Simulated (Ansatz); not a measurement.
# CH₈GeO₂Si: one species, many methods

How much do the methods differ for CH₈GeO₂Si? The plan is to run it at one geometry with functionals of several rungs and with coupled cluster. The yardstick is the atomisation energy at the CCSD(T) limit.

Computed with Ansatz 0.2.0, Gaussian basis. Level: functionals in def2-TZVPP, the program's frozen cores in correlated methods.

The runs, in order: PBE-D4, r2SCAN-D4, PBE0-D4, B3LYP-D4, ωB97X-V, ωB97M-V, B2PLYP; CCSD(T)/def2-TZVPP; MP2/def2-QZVPP; extrapolation to the limit.

## 1. The geometry

An earlier PBE0-D4 in a triple-zeta def2 set relaxation fixed the geometry.

SMILES `O[SiH2][CH2][GeH2][OH]`, 13 atoms, charge 0, spin multiplicity 1.

Atoms are counted from 1 here; the program's logs count them from 0.

Bond lengths: O1–Si2 1.664 Å, O1–H6 0.958 Å, Si2–C3 1.854 Å, Si2–H7 1.487 Å, Si2–H8 1.491 Å, C3–Ge4 1.966 Å, C3–H9 1.094 Å, C3–H10 1.093 Å, Ge4–O5 1.782 Å, Ge4–H11 1.535 Å, Ge4–H12 1.543 Å, O5–H13 0.964 Å. Angles: Si2–O1–H6 117.6°, O1–Si2–C3 106.3°, O1–Si2–H7 110.4°, O1–Si2–H8 109.0°, C3–Si2–H7 110.8°, C3–Si2–H8 112.4°, H7–Si2–H8 108.0°, Si2–C3–Ge4 112.7°, Si2–C3–H9 109.0°, Si2–C3–H10 110.1°, Ge4–C3–H9 108.9°, Ge4–C3–H10 108.2°, H9–C3–H10 107.8°, C3–Ge4–O5 109.7°, C3–Ge4–H11 112.0°, C3–Ge4–H12 109.4°, O5–Ge4–H11 104.3°, O5–Ge4–H12 110.1° and more.

Coordinates:

```csv
atom,x (Å),y (Å),z (Å)
O1,-1.1120,-1.3910,0.5204
Si2,0.1817,-1.3708,-0.5258
C3,0.4033,0.3956,-1.0443
Ge4,0.0532,1.6640,0.4159
O5,0.1868,0.8268,1.9831
H6,-1.5090,-2.2398,0.7196
H7,1.4036,-1.8810,0.1508
H8,-0.1137,-2.2679,-1.6790
H9,1.4285,0.5363,-1.3982
H10,-0.2710,0.6322,-1.8718
H11,1.1164,2.7697,0.4838
H12,-1.3609,2.2584,0.2515
H13,-0.4067,0.0675,1.9941
```

## 2. PBE-D4 (GGA)

in.yaml

```yaml
crystal:
  periodic: [false, false, false]
  atoms:
    - {symbol: O, position_ang: [-1.112044, -1.391015, 0.520409]}
    - {symbol: Si, position_ang: [0.181685, -1.370778, -0.525814]}
    - {symbol: C, position_ang: [0.403291, 0.395649, -1.044333]}
    - {symbol: Ge, position_ang: [0.053160, 1.664022, 0.415899]}
    - {symbol: O, position_ang: [0.186781, 0.826753, 1.983120]}
    - {symbol: H, position_ang: [-1.509035, -2.239767, 0.719588]}
    - {symbol: H, position_ang: [1.403557, -1.881000, 0.150831]}
    - {symbol: H, position_ang: [-0.113659, -2.267902, -1.678991]}
    - {symbol: H, position_ang: [1.428509, 0.536309, -1.398243]}
    - {symbol: H, position_ang: [-0.271000, 0.632238, -1.871795]}
    - {symbol: H, position_ang: [1.116359, 2.769657, 0.483761]}
    - {symbol: H, position_ang: [-1.360933, 2.258363, 0.251483]}
    - {symbol: H, position_ang: [-0.406683, 0.067470, 1.994095]}
basis:
  gaussian: {orbitals: def2-TZVPP}
hamiltonian: {xc: pbe, dispersion: d4}
output: {forces: true, orbitals: {seedname: orbitals}}
```

Started as:

```sh
> ansatz run in.yaml --threads 2 --pin off --events-out ev --progress --plain --max-ram 22528MiB --backend cuda --devices 0, --max-vram 18GiB
```

Further steps of the session: r2SCAN-D4 (meta-GGA); PBE0-D4 (hybrid); B3LYP-D4 (hybrid); ωB97X-V (range-separated); ωB97M-V (range-separated); B2PLYP (double hybrid); CCSD(T) in def2-TZVPP; MP2 in def2-QZVPP.

**Question.** What will the summary of the whole plan be? Wanted: atomisation energy, CCSD(T)/CBS; farthest; mean size of error, hybrid; mean size of error, range-separated; gap, smallest and largest; T1 diagnostic; triples share of the correlation energy.

As calculated:

| quantity | value |
| --- | --- |
| atomisation energy, CCSD(T)/CBS | 4520.1 kJ/mol |
| functionals within 45.2 kJ/mol (1.0 %) | PBE-D4, r2SCAN-D4, ωB97X-V, ωB97M-V |
| farthest | B2PLYP (-86.1 kJ/mol) |
| mean size of error, hybrid | 64.0 kJ/mol |
| mean size of error, range-separated | 17.2 kJ/mol |
| gap, smallest and largest | 5.54 eV (PBE-D4), 12.26 eV (ωB97X-V) |
| T1 diagnostic | 0.0114 |
| triples share of the correlation energy | 3.5 % |

What this shows: PBE-D4 misses by -13.0 kJ/mol. Double hybrids carry the basis error of their MP2 part in triple zeta, and no dispersion term here, so their miss is partly the set-up's. The reference freezes the cores and leaves out relativity and excitations past (T), and its outer-core shells are covered unevenly, so misses under about 45.2 kJ/mol can't be ranked. Hartree-Fock recovers 72 % of the binding; the rest is correlation. Orbital gaps span 5.5 to 12.3 eV; exact exchange widens them. Correlated methods include outer-core shells of Ge, which these sets cover unevenly.
